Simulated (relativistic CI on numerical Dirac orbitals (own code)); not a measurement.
# Mo XLI (Mo⁴⁰⁺): levels and lines

Aim: the low levels of Mo⁴⁰⁺, their labels and the strongest lines; runs with one setting changed show what the result hangs on.

Program: relativistic CI on numerical Dirac orbitals (own code) version 2. Level of theory: Dirac-Coulomb-Breit CI, KLI orbitals optimised for each configuration, model QED (radiative potential, 1s self-energy scaled to tabulated hydrogen-like ionisation energies). These are calculated values, not measurements, unless marked.

**1. The atom as given**

```
ion                       : Mo⁴⁰⁺ (Mo XLI)
nuclear charge            : 42
electrons                 : 2
isotope                   : A = 98
first configuration typed : 1s2
```

The outer shells:

first configuration typed
```
1s [↑↓]
```

**2. The main run**

Input settings:

```ini
atom Mo  Z=42  charge=40  electrons=2
nucleus A=98  rms_radius_fm=4.4091
hamiltonian dirac-coulomb  breit=on  qed=on  c_scale=1
orbitals kli  potential=per-configuration
slater_scale 1
correlation none
mixing on
configurations
  1s2
  1s 2s
  1s 2p
  1s 3s
  1s 3p
  1s 3d
  1s 4s
  1s 4p
  1s 4d
  1s 4f
  1s 5s
  1s 5p
  1s 5d
  1s 5f
  1s 5g
  1s 6s
  1s 6p
  1s 6d
end
```

From the run's result record (rounded, not every field):

```text
status: converged
levels [i, E_cm, J2, conf, term, w_term, jj, w_jj, g, tau_s, A_per_gI_MHz, B_per_Q_MHz]:
  - [0, 0, 0, "1s2", "1S", 1, "closed", 1, "-", "-", "-", "-"]
  - [1, 1.4395525e+08, 2, "1s 2s", "3S", 1, "1s 2s", 1, 1.963, 3.625e-11, 1.218e+07, -3.232]
  - [2, 1.4440243e+08, 0, "1s 2p", "3P*", 1, "1s 2p1/2", 1, "-", 1.125e-09, "-", "-"]
  - [3, 1.4441402e+08, 2, "1s 2p", "3P*", 0.7534, "1s 2p1/2", 0.9908, 1.338, 1.097e-15, 1.11e+07, -4.106e+04]
  - [4, 1.4442728e+08, 0, "1s 2s", "1S", 0.9999, "1s 2s", 0.9999, "-", "-", "-", "-"]
  - [5, 1.4545072e+08, 4, "1s 2p", "3P*", 1, "1s 2p3/2", 1, 1.476, 2.763e-12, 5.517e+06, 2.909e+05]
  - [6, 1.4567196e+08, 2, "1s 2p", "1P*", 0.7534, "1s 2p3/2", 0.9908, 1.124, 3.729e-16, -5.054e+06, 1.839e+05]
  - [7, 1.7088507e+08, 2, "1s 3s", "3S", 1, "1s 3s", 1, 1.967, 4.38e-14, 1.122e+07, -3.991]
  - [8, 1.7100786e+08, 0, "1s 3p", "3P*", 1, "1s 3p1/2", 1, "-", 1.487e-14, "-", "-"]
  - [9, 1.7101102e+08, 0, "1s 3s", "1S", 0.9999, "1s 3s", 0.9999, "-", 4.46e-14, "-", "-"]
  - [10, 1.7101112e+08, 2, "1s 3p", "3P*", 0.7483, "1s 3p1/2", 0.9919, 1.34, 3.183e-15, 1.082e+07, -1.131e+04]
  - [11, 1.7131966e+08, 4, "1s 3p", "3P*", 1, "1s 3p3/2", 1, 1.481, 1.627e-14, 5.444e+06, 8.842e+04]
  - [12, 1.7137445e+08, 4, "1s 3d", "3D", 0.6113, "1s 3d3/2", 0.9999, 1.082, 5.218e-15, 5.432e+06, 1.714e+04]
  - [13, 1.7137938e+08, 2, "1s 3d", "3D", 1, "1s 3d3/2", 1, 0.5082, 5.266e-15, -5.379e+06, 8638]
  - [14, 1.7138155e+08, 2, "1s 3p", "1P*", 0.7482, "1s 3p3/2", 0.9919, 1.135, 1.25e-15, -5.217e+06, 5.629e+04]
  - [15, 1.7147745e+08, 6, "1s 3d", "3D", 1, "1s 3d5/2", 1, 1.319, 5.443e-15, 3.618e+06, 2.335e+04]
  - [16, 1.7148368e+08, 4, "1s 3d", "1D", 0.6113, "1s 3d5/2", 0.9999, 1.07, 5.386e-15, -3.594e+06, 1.88e+04]
  - [17, 1.8021217e+08, 2, "1s 4s", "3S", 1, "1s 4s", 1, 1.968, 6.439e-14, 1.099e+07, -2.121]
  - [18, 1.8026251e+08, 0, "1s 4p", "3P*", 1, "1s 4p1/2", 1, "-", 2.551e-14, "-", "-"]
  - [19, 1.802636e+08, 0, "1s 4s", "1S", 0.9999, "1s 4s", 0.9999, "-", 6.328e-14, "-", "-"]
  - [20, 1.8026388e+08, 2, "1s 4p", "3P*", 0.7467, "1s 4p1/2", 0.9922, 1.341, 7.139e-15, 1.075e+07, -4595]
  - [21, 1.8039387e+08, 4, "1s 4p", "3P*", 1, "1s 4p3/2", 1, 1.483, 2.752e-14, 5.426e+06, 3.752e+04]
  - [22, 1.8041663e+08, 4, "1s 4d", "3D", 0.6157, "1s 4d3/2", 0.9997, 1.085, 1.207e-14, 5.42e+06, 7327]
  - [23, 1.8041855e+08, 2, "1s 4d", "3D", 1, "1s 4d3/2", 1, 0.5111, 1.221e-14, -5.399e+06, 3706]
  - [24, 1.8041947e+08, 2, "1s 4p", "1P*", 0.7467, "1s 4p3/2", 0.9922, 1.139, 2.934e-15, -5.26e+06, 2.411e+04]
  - [25, 1.8045999e+08, 6, "1s 4d", "3D", 1, "1s 4d5/2", 1, 1.321, 1.266e-14, 3.613e+06, 9940]
  - [26, 1.8046143e+08, 6, "1s 4f", "3F*", 0.5689, "1s 4f5/2", 1, 1.034, 2.519e-14, 3.612e+06, 3536]
  - [27, 1.8046263e+08, 4, "1s 4f", "3F*", 1, "1s 4f5/2", 1, 0.6732, 2.52e-14, -3.605e+06, 2826]
  - [28, 1.804629e+08, 4, "1s 4d", "1D", 0.6157, "1s 4d5/2", 0.9997, 1.072, 1.246e-14, -3.601e+06, 8032]
  - [29, 1.8048324e+08, 8, "1s 4f", "3F*", 1, "1s 4f7/2", 1, 1.24, 2.547e-14, 2.709e+06, 4057]
  - [30, 1.8048414e+08, 6, "1s 4f", "1F*", 0.5689, "1s 4f7/2", 1, 1.041, 2.548e-14, -2.705e+06, 3619]
  - [31, 1.8449863e+08, 2, "1s 5s", "3S", 1, "1s 5s", 1, 1.969, 1.021e-13, 1.091e+07, -1.163]
  - [32, 1.8452402e+08, 0, "1s 5p", "3P*", 1, "1s 5p1/2", 1, "-", 4.367e-14, "-", "-"]
  - [33, 1.8452462e+08, 0, "1s 5s", "1S", 0.9999, "1s 5s", 0.9999, "-", 9.533e-14, "-", "-"]
  - [34, 1.8452473e+08, 2, "1s 5p", "3P*", 0.746, "1s 5p1/2", 0.9924, 1.341, 1.358e-14, 1.073e+07, -2278]
  - "... 24 more rows left out ..."
lines, the strongest and those to the lowest levels [upper, lower, type, S_au, A_per_s, branching]:
  - [1, 0, "M1", 0.001029, 2.759e+10, 1]
  - [3, 0, "E1", 0.0004481, 9.116e+14, 1]
  - [5, 0, "M2", 2.243e-07, 3.271e+11, 0.9039]
  - [6, 0, "E1", 0.001285, 2.682e+15, 1]
  - [10, 0, "E1", 7.306e-05, 2.468e+14, 0.7854]
  - [11, 1, "E1", 0.007372, 6.122e+13, 0.996]
  - [12, 3, "E1", 0.01934, 1.536e+14, 0.8015]
  - [13, 2, "E1", 0.007991, 1.06e+14, 0.558]
  - [14, 0, "E1", 0.0002173, 7.386e+14, 0.9234]
  - [15, 5, "E1", 0.03594, 1.834e+14, 0.9984]
  - [16, 6, "E1", 0.02341, 1.631e+14, 0.8786]
  - [24, 0, "E1", 7.669e-05, 3.042e+14, 0.8924]
  - [25, 5, "E1", 0.004759, 5.91e+13, 0.7483]
  - [28, 0, "E2", 4.147e-07, 1.778e+12, 0.02215]
  - [29, 15, "E1", 0.2369, 3.895e+13, 0.9919]
  - [38, 0, "E1", 3.61e-05, 1.534e+14, 0.8746]
  - [42, 0, "E2", 2.194e-07, 1.054e+12, 0.0251]
  - [58, 0, "E2", 1.265e-07, 6.459e+11, 0.02612]
n_levels_all: 59
total_energy [Ha]: -1777.9699563
configurations [conf, odd, states, E_av_cm, breit_Ha, qed_Ha, corr_Ha]:
  - ["1s2", 0, 1, 293.511, 0.9923, 1.387, "-"]
  - ["1s 2s", 0, 4, 1.44074e+08, 0.04887, 0.8058, "-"]
  - ["1s 2p", 1, 12, 1.4516e+08, 0.06293, 0.7105, "-"]
  - ["1s 3s", 0, 4, 1.70916e+08, 0.01391, 0.734, "-"]
  - ["1s 3p", 1, 12, 1.71232e+08, 0.01734, 0.7059, "-"]
  - ["1s 3d", 0, 20, 1.71439e+08, 0.0006529, 0.7046, "-"]
  - ["1s 4s", 0, 4, 1.80225e+08, 0.005781, 0.7168, "-"]
  - ["1s 4p", 1, 12, 1.80357e+08, 0.007121, 0.705, "-"]
  - ["1s 4d", 0, 20, 1.80444e+08, 0.0003573, 0.7045, "-"]
  - ["1s 4f", 1, 28, 1.80474e+08, 4.797e-06, 0.7044, "-"]
  - ["1s 5s", 0, 4, 1.84505e+08, 0.002936, 0.7107, "-"]
  - ["1s 5p", 1, 12, 1.84572e+08, 0.003589, 0.7047, "-"]
  - ["1s 5d", 0, 20, 1.84617e+08, 0.0002013, 0.7044, "-"]
  - ["1s 5f", 1, 28, 1.84632e+08, 3.915e-06, 0.7044, "-"]
  - "... 4 more rows left out ..."
radial 1s 2s [Ha, bohr]: {"<r^1>(1s)": 0.034639, "<r^2>(1s)": 0.0016144, "<r^4>(1s)": 6.6794e-06, "<r^1>(2s)": 0.14006, "<r^2>(2s)": 0.023005, "<r^4>(2s)": 0.00087599, "G0(1s,2s)": 0.98146}
ionisation_energy [eV]: 23808.5
```

Wall time 0.85 s (1 thread, shared host).

Lowest levels:

```
                level  energy (keV)  LS purity (%)  jj purity (%)  radiative lifetime (s)
              1s2 1S0         0.000            100            100                       -
            1s 2s 3S1        17.848            100            100                 3.6e-11
           1s 2p 3P°0        17.904            100            100                 1.1e-09
1s 2p [1s 2p1/2] J=1°        17.905             75             99                 1.1e-15
            1s 2s 1S0        17.907            100            100                       -
           1s 2p 3P°2        18.034            100            100                 2.8e-12
1s 2p [1s 2p3/2] J=1°        18.061             75             99                 3.7e-16
            1s 3s 3S1        21.187            100            100                 4.4e-14
           1s 3p 3P°0        21.202            100            100                 1.5e-14
            1s 3s 1S0        21.203            100            100                 4.5e-14
1s 3p [1s 3p1/2] J=1°        21.203             75             99                 3.2e-15
           1s 3p 3P°2        21.241            100            100                 1.6e-14
 1s 3d [1s 3d3/2] J=2        21.248             61            100                 5.2e-15
            1s 3d 3D1        21.248            100            100                 5.3e-15
```

Where the configurations lie:

```
configuration  levels among the lowest 59  parity  lowest (keV)  highest (keV)
          1s2                           1    even         0.000          0.000
        1s 2s                           2    even        17.848         17.907
        1s 2p                           4     odd        17.904         18.061
        1s 3s                           2    even        21.187         21.203
        1s 3p                           4     odd        21.202         21.249
        1s 3d                           4    even        21.248         21.261
        1s 4s                           2    even        22.343         22.350
        1s 4p                           4     odd        22.350         22.369
        1s 4d                           4    even        22.369         22.375
```

The strongest allowed lines, ranked by gA:

```
                upper                  lower  wavelength (nm)   A (1/s)
1s 2p [1s 2p3/2] J=1°                1s2 1S0          0.06865  2.68e+15
1s 2p [1s 2p1/2] J=1°                1s2 1S0          0.06925  9.12e+14
1s 3p [1s 3p3/2] J=1°                1s2 1S0          0.05835  7.39e+14
            1s 3d 3D3             1s 2p 3P°2           0.3842  1.83e+14
1s 4p [1s 4p3/2] J=1°                1s2 1S0          0.05543  3.04e+14
 1s 3d [1s 3d5/2] J=2  1s 2p [1s 2p3/2] J=1°           0.3874  1.63e+14
 1s 3d [1s 3d3/2] J=2  1s 2p [1s 2p1/2] J=1°           0.3709  1.54e+14
1s 3p [1s 3p1/2] J=1°                1s2 1S0          0.05848  2.47e+14
1s 5p [1s 5p3/2] J=1°                1s2 1S0          0.05417  1.53e+14
            1s 4d 3D3             1s 2p 3P°2           0.2856  5.91e+13
```

**3. Correlation estimate p86**

The settings differ from step 2 so:

```diff
@@ -5,3 +5,3 @@
 slater_scale 1
-correlation none
+correlation p86
 mixing on
```

Result record:

```text
status: converged
levels [i, E_cm, J2, conf, term, w_term, w_jj]:
  - [0, 0, 0, "1s2", "1S", 1, 1]
  - [1, 1.4396999e+08, 2, "1s 2s", "3S", 1, 1]
  - [2, 1.444174e+08, 0, "1s 2p", "3P*", 1, 1]
  - [3, 1.4442899e+08, 2, "1s 2p", "3P*", 0.7534, 0.9908]
  - [4, 1.4444202e+08, 0, "1s 2s", "1S", 0.9999, 0.9999]
  - [5, 1.4546569e+08, 4, "1s 2p", "3P*", 1, 1]
  - [6, 1.4568693e+08, 2, "1s 2p", "1P*", 0.7534, 0.9908]
  - [7, 1.7090211e+08, 2, "1s 3s", "3S", 1, 1]
  - [8, 1.7102476e+08, 0, "1s 3p", "3P*", 1, 1]
  - [9, 1.7102802e+08, 2, "1s 3p", "3P*", 0.7483, 0.9919]
  - [10, 1.7102806e+08, 0, "1s 3s", "1S", 0.9999, 0.9999]
  - [11, 1.7133656e+08, 4, "1s 3p", "3P*", 1, 1]
  - [12, 1.7139152e+08, 4, "1s 3d", "3D", 0.6113, 0.9999]
  - [13, 1.7139645e+08, 2, "1s 3d", "3D", 1, 1]
  - [14, 1.7139845e+08, 2, "1s 3p", "1P*", 0.7482, 0.9919]
  - [15, 1.7149453e+08, 6, "1s 3d", "3D", 1, 1]
  - "... 43 more rows left out ..."
n_levels_all: 59
total_energy [Ha]: -1778.2039225
configurations [conf, odd, states, E_av_cm, breit_Ha, qed_Ha, corr_Ha]:
  - ["1s2", 0, 1, 293.481, 0.9923, 1.387, -0.234]
  - ["1s 2s", 0, 4, 1.44089e+08, 0.04887, 0.8058, -0.1668]
  - ["1s 2p", 1, 12, 1.45175e+08, 0.06293, 0.7105, -0.1658]
  - ["1s 3s", 0, 4, 1.70933e+08, 0.01391, 0.734, -0.1563]
  - ["1s 3p", 1, 12, 1.71249e+08, 0.01734, 0.7059, -0.157]
  - ["1s 3d", 0, 20, 1.71456e+08, 0.0006529, 0.7046, -0.1562]
  - ["1s 4s", 0, 4, 1.80244e+08, 0.005781, 0.7168, -0.1452]
  - ["1s 4p", 1, 12, 1.80376e+08, 0.007121, 0.705, -0.1452]
  - ["1s 4d", 0, 20, 1.80464e+08, 0.0003573, 0.7045, -0.1435]
  - ["1s 4f", 1, 28, 1.80494e+08, 4.797e-06, 0.7044, -0.1465]
  - ["1s 5s", 0, 4, 1.84526e+08, 0.002936, 0.7107, -0.1384]
  - ["1s 5p", 1, 12, 1.84593e+08, 0.003589, 0.7047, -0.1383]
  - ["1s 5d", 0, 20, 1.84638e+08, 0.0002013, 0.7044, -0.1381]
  - ["1s 5f", 1, 28, 1.84653e+08, 3.915e-06, 0.7044, -0.1386]
  - "... 4 more rows left out ..."
ionisation_energy [eV]: 23811.7
```

It took 0.85 s on 1 thread, shared host.

How the levels moved (keV, from the main run's lowest level):

```
                level  main run   shift
            1s 2s 3S1    17.848  +0.002
           1s 2p 3P°0    17.904  +0.002
1s 2p [1s 2p1/2] J=1°    17.905  +0.002
            1s 2s 1S0    17.907  +0.002
           1s 2p 3P°2    18.034  +0.002
1s 2p [1s 2p3/2] J=1°    18.061  +0.002
            1s 3s 3S1    21.187  +0.002
           1s 3p 3P°0    21.202  +0.002
            1s 3s 1S0    21.203  +0.002
1s 3p [1s 3p1/2] J=1°    21.203  +0.002
           1s 3p 3P°2    21.241  +0.002
 1s 3d [1s 3d3/2] J=2    21.248  +0.002
```

**4. Without QED terms**

The settings differ from step 3 so:

```diff
@@ -2,6 +2,6 @@
 nucleus A=98  rms_radius_fm=4.4091
-hamiltonian dirac-coulomb  breit=on  qed=on  c_scale=1
+hamiltonian dirac-coulomb  breit=on  qed=off  c_scale=1
 orbitals kli  potential=per-configuration
 slater_scale 1
-correlation p86
+correlation none
 mixing on
```

Result record:

```text
status: converged
levels [i, E_cm, J2, conf, term, w_term, w_jj]:
  - [0, 0, 0, "1s2", "1S", 1, 1]
  - [1, 1.4408243e+08, 2, "1s 2s", "3S", 1, 1]
  - [2, 1.44552e+08, 0, "1s 2p", "3P*", 1, 1]
  - [3, 1.4455465e+08, 0, "1s 2s", "1S", 0.9999, 0.9999]
  - [4, 1.4456357e+08, 2, "1s 2p", "3P*", 0.7536, 0.9908]
  - [5, 1.4559815e+08, 4, "1s 2p", "3P*", 1, 1]
  - [6, 1.4581943e+08, 2, "1s 2p", "1P*", 0.7535, 0.9908]
  - [7, 1.7102808e+08, 2, "1s 3s", "3S", 1, 1]
  - [8, 1.7115389e+08, 0, "1s 3s", "1S", 0.9999, 0.9999]
  - [9, 1.7115744e+08, 0, "1s 3p", "3P*", 1, 1]
  - [10, 1.711607e+08, 2, "1s 3p", "3P*", 0.7484, 0.9919]
  - [11, 1.7146861e+08, 4, "1s 3p", "3P*", 1, 1]
  - "... 47 more rows left out ..."
n_levels_all: 59
total_energy [Ha]: -1779.355494
configurations [conf, odd, states, E_av_cm, breit_Ha, qed_Ha, corr_Ha]:
  - ["1s2", 0, 1, 81.9115, 0.9923, 1.387, "-"]
  - ["1s 2s", 0, 4, 1.44201e+08, 0.04887, 0.8058, "-"]
  - ["1s 2p", 1, 12, 1.45308e+08, 0.06293, 0.7105, "-"]
  - ["1s 3s", 0, 4, 1.71059e+08, 0.01391, 0.734, "-"]
  - ["1s 3p", 1, 12, 1.71381e+08, 0.01734, 0.7059, "-"]
  - ["1s 3d", 0, 20, 1.71588e+08, 0.0006529, 0.7046, "-"]
  - ["1s 4s", 0, 4, 1.80372e+08, 0.005781, 0.7168, "-"]
  - ["1s 4p", 1, 12, 1.80506e+08, 0.007121, 0.705, "-"]
  - ["1s 4d", 0, 20, 1.80593e+08, 0.0003573, 0.7045, "-"]
  - ["1s 4f", 1, 28, 1.80624e+08, 4.797e-06, 0.7044, "-"]
  - ["1s 5s", 0, 4, 1.84653e+08, 0.002936, 0.7107, "-"]
  - ["1s 5p", 1, 12, 1.84722e+08, 0.003589, 0.7047, "-"]
  - ["1s 5d", 0, 20, 1.84766e+08, 0.0002013, 0.7044, "-"]
  - ["1s 5f", 1, 28, 1.84782e+08, 3.915e-06, 0.7044, "-"]
  - "... 4 more rows left out ..."
ionisation_energy [eV]: 23827.1
```

It took 0.21 s on 1 thread, shared host.

How the levels moved (keV, from the main run's lowest level):

```
                level  main run   shift
            1s 2s 3S1    17.848  +0.016
           1s 2p 3P°0    17.904  +0.019
1s 2p [1s 2p1/2] J=1°    17.905  +0.019
            1s 2s 1S0    17.907  +0.016
           1s 2p 3P°2    18.034  +0.018
1s 2p [1s 2p3/2] J=1°    18.061  +0.018
            1s 3s 3S1    21.187  +0.018
           1s 3p 3P°0    21.202  +0.019
            1s 3s 1S0    21.203  +0.018
1s 3p [1s 3p1/2] J=1°    21.203  +0.019
           1s 3p 3P°2    21.241  +0.018
 1s 3d [1s 3d3/2] J=2    21.248  +0.019
```

**5. Non-relativistic limit (c × 1000)**

The settings differ from step 4 so:

```diff
@@ -2,3 +2,3 @@
 nucleus A=98  rms_radius_fm=4.4091
-hamiltonian dirac-coulomb  breit=on  qed=off  c_scale=1
+hamiltonian dirac-coulomb  breit=off  qed=off  c_scale=1000
 orbitals kli  potential=per-configuration
```

Result record:

```text
status: converged
levels [i, E_cm, J2, conf, term, w_term, w_jj]:
  - [0, 0, 0, "1s2", "1S", 1, 1]
  - [1, 1.4116491e+08, 2, "1s 2s", "3S", 1, 1]
  - [2, 1.4150762e+08, 0, "1s 2p", "3P*", 1, 1]
  - [3, 1.4150762e+08, 2, "1s 2p", "3P*", 1, 0.6667]
  - [4, 1.4150762e+08, 4, "1s 2p", "3P*", 1, 1]
  - [5, 1.4155554e+08, 0, "1s 2s", "1S", 1, 1]
  - [6, 1.4180817e+08, 2, "1s 2p", "1P*", 1, 0.6666]
  - [7, 1.6718448e+08, 2, "1s 3s", "3S", 1, 1]
  - [8, 1.6727984e+08, 0, "1s 3p", "3P*", 1, 1]
  - [9, 1.6727984e+08, 2, "1s 3p", "3P*", 1, 0.6667]
  - [10, 1.6727984e+08, 4, "1s 3p", "3P*", 1, 1]
  - [11, 1.6728795e+08, 0, "1s 3s", "1S", 0.9999, 0.9999]
  - "... 47 more rows left out ..."
n_levels_all: 59
total_energy [Ha]: -1737.8328223
configurations [conf, odd, states, E_av_cm, breit_Ha, qed_Ha, corr_Ha]:
  - ["1s2", 0, 1, -4.99025e-08, 0, 0, "-"]
  - ["1s 2s", 0, 4, 1.41263e+08, 0, 0, "-"]
  - ["1s 2p", 1, 12, 1.41583e+08, 0, 0, "-"]
  - ["1s 3s", 0, 4, 1.6721e+08, 0, 0, "-"]
  - ["1s 3p", 1, 12, 1.673e+08, 0, 0, "-"]
  - ["1s 3d", 0, 20, 1.67338e+08, 0, 0, "-"]
  - ["1s 4s", 0, 4, 1.76253e+08, 0, 0, "-"]
  - ["1s 4p", 1, 12, 1.7629e+08, 0, 0, "-"]
  - ["1s 4d", 0, 20, 1.76306e+08, 0, 0, "-"]
  - ["1s 4f", 1, 28, 1.76306e+08, 0, 0, "-"]
  - ["1s 5s", 0, 4, 1.8043e+08, 0, 0, "-"]
  - ["1s 5p", 1, 12, 1.80449e+08, 0, 0, "-"]
  - ["1s 5d", 0, 20, 1.80456e+08, 0, 0, "-"]
  - ["1s 5f", 1, 28, 1.80457e+08, 0, 0, "-"]
  - "... 4 more rows left out ..."
```

Run time: 0.19 s. Hardware: 1 thread, shared host.

How the levels moved (keV, from the main run's lowest level):

```
                level  main run   shift
            1s 2s 3S1    17.848  -0.346
           1s 2p 3P°0    17.904  -0.359
1s 2p [1s 2p1/2] J=1°    17.905  -0.360
            1s 2s 1S0    17.907  -0.356
           1s 2p 3P°2    18.034  -0.489
1s 2p [1s 2p3/2] J=1°    18.061  -0.479
            1s 3s 3S1    21.187  -0.459
           1s 3p 3P°0    21.202  -0.462
            1s 3s 1S0    21.203  -0.462
1s 3p [1s 3p1/2] J=1°    21.203  -0.463
           1s 3p 3P°2    21.241  -0.501
 1s 3d [1s 3d3/2] J=2    21.248  -0.501
```

**6. The runs side by side**

| run | time | mean size of shift, levels followed (cm⁻¹) | lowest level | ionisation energy (eV) |
| --- | --- | --- | --- | --- |
| main run | 0.85 s | 0 | 1s2 1S0 | 23809 |
| correlation estimate p86 | 0.85 s | 15931 | 1s2 1S0 | 23812 |
| without QED terms | 0.21 s | 144344 | 1s2 1S0 | 23827 |
| non-relativistic limit (c × 1000) | 0.19 s | 3519237 | 1s2 1S0 | - |

The tabulated theoretical ionisation energy (NIST) is 23810.7 eV.

**7. Results**

```
                                       quantity                                   value
                                   lowest level                                 1s2 1S0
                               first excitation                  1s 2s 3S1, 17848.18 eV
               lowest level of the other parity                 1s 2p 3P°0, 17903.62 eV
                            levels in the model                                      59
  fastest E1 line (by rate) to the lowest level  0.06865 nm, from 1s 2p [1s 2p3/2] J=1°
                              ionisation energy                                23809 eV
ionisation energy, tabulated theoretical (NIST)                              23810.7 eV
```

In words: The lowest level is 1s2 1S0, 100 % pure in LS and 100 % in jj coupling; over the low levels the means are 91 and 100 %, so jj coupling describes them better. The ionisation energy from the two ground configurations alone is 0.0089 % below the tabulated theoretical value. Of the changes tried, the run «non-relativistic limit (c × 1000)» moves the low levels most, by 3519237 cm⁻¹ on average. Lifetimes count radiative decay inside the model alone.
